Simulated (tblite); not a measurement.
# CH4Cl3FGe2: the cost of one run

Computed with tblite 0.8.0 and PySCF 2.14.0, with density-fitted response routines of our own, on a single molecule in the gas phase. Atoms are numbered from 0 throughout.

### 1 Starting geometry

11 atoms, charge 0, multiplicity 1; geometry from: force field or distance geometry start.

Bonds of the start (Å): F0–Ge1 1.77, Ge1–Ge2 2.38, Ge2–Cl3 2.15, Ge2–Cl4 2.17, Ge2–C5 1.94, C5–Cl6 1.78, Ge1–H7 1.57, Ge1–H8 1.53, C5–H9 1.12, C5–H10 1.11.

### 2 Relaxing the molecule with GFN2-xTB

The job: settings as JSON, then the geometry in Å.

```
{"job": {"kind": "relax", "xc": "GFN2-xTB", "basis": "xTB"}, "charge": 0, "multiplicity": 1}
F      2.004500     1.338600     1.675000
Ge     1.797700     0.544200     0.105000
Ge    -0.188800    -0.752100     0.254300
Cl     0.033100    -2.691700    -0.648100
Cl    -0.626100    -1.024600     2.361000
C     -1.726600     0.092600    -0.584800
Cl    -1.702800     1.837100    -0.247000
H      3.027400    -0.403900    -0.106900
H      1.789200     1.578200    -1.023600
H     -2.635500    -0.390900    -0.138900
H     -1.766600    -0.124800    -1.671700
```

Started as:

```bash
OMP_NUM_THREADS=1 python probes_run.py task.json out
```

One launch serves the whole session: the jobs run in the order shown.

**Question.** How long does this first job take on 1 thread of Arm Neoverse N1, shared host, and how much memory does it need?

About 1.6 s, with a peak of 0.18 GiB.
